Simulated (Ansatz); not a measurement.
# BHLYP/6-31G(d) (spherical functions) run of CH6BNO2 (SMILES COB(N)O)

What is the vertical ionisation energy of CH6BNO2 at BHLYP/6-31G* (spherical functions)? 

Program for the calculation: Ansatz 0.2.0.

131 further runs of the same task are left out: 1 that didn't finish, 130 set aside as unsound or not needed.

## Step 1: The structure to begin with

CH6BNO2 has 11 atoms, charge 0, and is taken as a singlet. SMILES: `COB(N)O`. The coordinates come from a PBE0-D4/def2-TZVP relaxation. This is one conformer, not always the lowest.

Bond lengths: C1–O2 1.404 Å, O2–B3 1.375 Å, B3–N4 1.409 Å, B3–O5 1.372 Å, C1–H6 1.096 Å, C1–H7 1.091 Å, C1–H8 1.096 Å, N4–H9 1.002 Å, N4–H10 1.003 Å, O5–H11 0.959 Å. Some angles: C1–O2–B3 120.9°, O2–B3–N4 123.5°, O2–B3–O5 117.8°, N4–B3–O5 118.7°, O2–C1–H6 111.6°, O2–C1–H7 108.2°, O2–C1–H8 111.6°, B3–N4–H9 124.4°, B3–N4–H10 121.1°, B3–O5–H11 111.1°.

## Step 2: A single-point energy at BHLYP/6-31G(d) (spherical functions)

Contents of in.yaml:

```yaml
basis:
  gaussian:
    orbitals: 6-31G_st_-spherical.json
crystal:
  periodic: [false, false, false]
  atoms:
    - {symbol: C, position_ang: [0.713500, 0.851600, 1.129700]}
    - {symbol: O, position_ang: [-0.446700, 0.102500, 0.878500]}
    - {symbol: B, position_ang: [-0.644000, -0.506700, -0.338400]}
    - {symbol: N, position_ang: [0.275800, -0.431900, -1.403700]}
    - {symbol: O, position_ang: [-1.801000, -1.223100, -0.514800]}
    - {symbol: H, position_ang: [0.801300, 1.701800, 0.443100]}
    - {symbol: H, position_ang: [0.654400, 1.238600, 2.147600]}
    - {symbol: H, position_ang: [1.616900, 0.236000, 1.047600]}
    - {symbol: H, position_ang: [1.144100, 0.066300, -1.366900]}
    - {symbol: H, position_ang: [0.095200, -0.890900, -2.277500]}
    - {symbol: H, position_ang: [-2.344100, -1.201100, 0.275400]}
output: {orbitals: {seedname: orbitals}}
hamiltonian:
  xc: {name: BHLYP}
accuracy: high
```

The basis set 6-31G* is read from a file made from the Basis Set Exchange's data (not shown).

Command:

```sh
$ ansatz run in.yaml --threads 1 --pin off --max-ram 3480MiB --events-out events.jsonl --progress --plain --runs-dir runs
```

Log:

```text
Warning: RAYON_NUM_THREADS=1 ignored (pool sized by the plan → 1); use --threads N
Functional definition: BHLYP
  name "BHLYP"
  parameter a = 0.5
  exchange = (1 - a)*b88_x + a*exact_x
  correlation = lyp_c
1994 factors; integrals over basis functions are off by at most 3.4e-9 eV
mean field evaluation 1: about -7388.2621 eV, gradient 5.9e1 eV
mean field evaluation 2: about -7389.3087 eV, gradient 5.5e1 eV
mean field evaluation 4: about -7394.5888 eV, gradient 1.5e0 eV
mean field evaluation 8: about -7394.6470 eV, gradient 4.1e-2 eV
mean field evaluation 16: about -7394.6470 eV, gradient 2.8e-6 eV
mean field -7394.64701837 eV, -271.7482656533 hartree, gradient 7.9e-8 eV, S^2 0.000000; 0 other end points of the search recorded, 0 dependent functions left out
reference -7394.64704209 eV, -271.7482665249 hartree; 20, 20 occupied and 62, 62 virtual orbitals, 1994 factors
Total energy: -7394.64704209 eV, -271.7482665249 hartree
```

Wall time 7.8 s (1 thread of Arm Neoverse V1, shared host); peak memory 0.27 GiB.

## Step 3: The doublet cation, same level

Contents of in.yaml:

```yaml
crystal:
  periodic: [false, false, false]
  atoms:
    - symbol: C
      position_ang: [0.713500, 0.851600, 1.129700]
    - symbol: O
      position_ang: [-0.446700, 0.102500, 0.878500]
    - symbol: B
      position_ang: [-0.644000, -0.506700, -0.338400]
    - symbol: "N"
      position_ang: [0.275800, -0.431900, -1.403700]
    - symbol: O
      position_ang: [-1.801000, -1.223100, -0.514800]
    - symbol: H
      position_ang: [0.801300, 1.701800, 0.443100]
    - symbol: H
      position_ang: [0.654400, 1.238600, 2.147600]
    - symbol: H
      position_ang: [1.616900, 0.236000, 1.047600]
    - symbol: H
      position_ang: [1.144100, 0.066300, -1.366900]
    - symbol: H
      position_ang: [0.095200, -0.890900, -2.277500]
    - symbol: H
      position_ang: [-2.344100, -1.201100, 0.275400]
basis:
  gaussian: {orbitals: 6-31G_st_-spherical.json}
total_charge: 1
magnetization: {spin_polarized: true, initial_magnetization: 1}
hamiltonian: {xc: {name: BHLYP}}
accuracy: high
output: {orbitals: {seedname: orbitals}}
```

The basis set 6-31G* is read from a file made from the Basis Set Exchange's data (not shown).

Command:

```sh
$ ansatz run in.yaml --threads 1 --pin off --max-ram 3480MiB --events-out events.jsonl --progress --plain --runs-dir runs
```

Log:

```text
Warning: RAYON_NUM_THREADS=1 ignored (pool sized by the plan → 1); use --threads N
[... 5 set-up lines as earlier in the session ...]
1993 factors; integrals over basis functions are off by at most 3.4e-9 eV
mean field evaluation 1: about -7375.0749 eV, gradient 5.0e1 eV
mean field evaluation 2: about -7376.2055 eV, gradient 4.9e1 eV
mean field evaluation 4: about -7384.7690 eV, gradient 1.9e0 eV
mean field evaluation 8: about -7384.8818 eV, gradient 7.6e-1 eV
mean field evaluation 16: about -7384.9240 eV, gradient 5.9e-2 eV
mean field evaluation 32: about -7384.9241 eV, gradient 2.7e-7 eV
mean field -7384.92414633 eV, -271.3909566963 hartree, gradient 2.9e-8 eV, S^2 0.759849; 2 other end points of the search recorded, 0 dependent functions left out
reference -7384.92416863 eV, -271.3909575158 hartree; 20, 19 occupied and 62, 63 virtual orbitals, 1993 factors
Total energy: -7384.92416863 eV, -271.3909575158 hartree
```

Run time: 18 s. Hardware: 1 thread of Arm Neoverse V1, shared host; peak memory 0.39 GiB.

## Step 4: Results

At BHLYP/6-31G* (spherical functions):

```
                                          quantity          value
                     singlet CH6BNO2: total energy  -271.74827 Eh
                      singlet CH6BNO2: HOMO energy       -8.57 eV
                      singlet CH6BNO2: LUMO energy        3.39 eV
                    singlet CH6BNO2: HOMO–LUMO gap       11.96 eV
                      doublet cation: total energy  -271.39096 Eh
doublet cation: HOMO energy (highest over α and β)      -14.89 eV
 doublet cation: LUMO energy (lowest over α and β)      -10.95 eV
                              doublet cation: ⟨S²⟩          0.760
vertical ionisation energy (to the doublet cation)       9.723 eV
```

**Reading.** The vertical ionisation energy comes to 9.72 eV (224 kcal/mol). The negative HOMO energy of the first species, 8.57 eV, lies 1.15 eV below that difference.
